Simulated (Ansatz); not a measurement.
# Ir (Iridium): the cost of one run

Computed with Ansatz 0.2.0 (DFT PBE, scalar-relativistic, plane waves, PAW, unless a step's input says otherwise).

The COD entry's cell or inner coordinates are ideal or old and differ from later refinements, so a difference from it is no clean test against experiment.

## 1. The starting structure

The structure is cubic, space group Fm-3m (No. 225). Conventional cell: a = 3.871 Å, b = 3.871 Å, c = 3.871 Å, α = 90.00°, β = 90.00°, γ = 90.00°. Around Ir (site symmetry m-3m) lie 12 Ir at 2.74 Å.

As a file:

```xyz
1
Lattice="0.0000 1.9353 1.9353 1.9353 0.0000 1.9353 1.9353 1.9353 0.0000" Properties=species:S:1:pos:R:3 pbc="T T T"
Ir    0.0000    0.0000    0.0000
```

An earlier run at PBE left this cell at 14.498 Å³/atom and -0.14 GPa (20×20×20 mesh).

## 2. Field gradients and densities at the nuclei

Input file input.yaml:

```yaml
crystal:
  lattice:
    - [0.0, 1.9353341661, 1.9353341661]
    - [1.9353341661, 0.0, 1.9353341661]
    - [1.9353341661, 1.9353341661, 0.0]
  atoms:
    - { symbol: Ir, position: [0.0, 0.0, 0.0] }
basis:
  ecutwfc: 420
  ecutrho_ratio: 4
kpoints:
  mp_grid: { grid: [20, 20, 20] }
hamiltonian:
  xc: pbe
scf:
  occupations: { method: gaussian, width: 0.05 }
output:
  forces: true
  stress: true
  eigenvalues: true
  efg: { contact_densities: true, quadrupole_moments_barn: { Ir: 0.751 } }
```

On the command line:

```
$ ansatz run input.yaml --threads 1 --pin off --max-ram 2560MiB --backend cpu --events-out ev --progress --plain --runs-dir out
```

**Question.** How long does this run take on 1 thread of Intel Xeon at 2.50GHz (Skylake/Cascade Lake), shared host, and how much memory does it need?

About 8.9 s, with a peak of 0.39 GiB.
